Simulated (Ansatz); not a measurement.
# BPd4 in Ansatz: the effect of functional

Crystal: BPd4.

```
CELL_PARAMETERS angstrom
2.89203 0.00000 0.00000
0.00000 4.36501 0.00000
0.00000 0.00000 5.85632
ATOMIC_POSITIONS crystal
Pd 0.50000 0.00000 0.19758
Pd 0.00000 0.00000 0.61947
Pd 0.00000 0.50000 0.32916
Pd 0.50000 0.50000 0.86756
B 0.50000 0.00000 0.86323
```

The cell comes from a database or a generator and needn't be the stable form of this composition.

Alike in all runs:

* Program: Ansatz 0.2.0
* Task: band structure
* Potentials or basis: Ansatz PAW
* k mesh: 7 × 5 × 4
* Occupations: fermi-dirac, width 0.05 eV
* Spin: no spin polarisation

Question: One run gave: pressure -8.5 GPa; largest force 0.19 eV/Å. Which functional did it use?
A. r2SCAN
B. PBEsol
C. LDA
D. revPBE
E. BLYP

Answer: B.

| functional | cutoff | pressure (GPa) | largest force (eV/Å) |
| --- | --- | --- | --- |
| LDA | 420 eV | -13.3 | 0.22 |
| PBE | 420 eV | -1.2 | 0.26 |
| PBEsol | 420 eV | -8.5 | 0.19 |
| RPBE | 420 eV | 2.8 | 0.27 |
| revPBE | 420 eV | 1.7 | 0.26 |
| BLYP | 420 eV | 7.2 | 0.30 |
| r2SCAN | 500 eV | -4.6 | 0.32 |

Caveats: the PAW data sets come from PBE, with cores solved anew for the run's functional, which leaves a small shift of forces and pressure (some runs); the potentials were made for another functional, which shifts forces and pressure (some runs).

Not every run made on this cell is shown here.
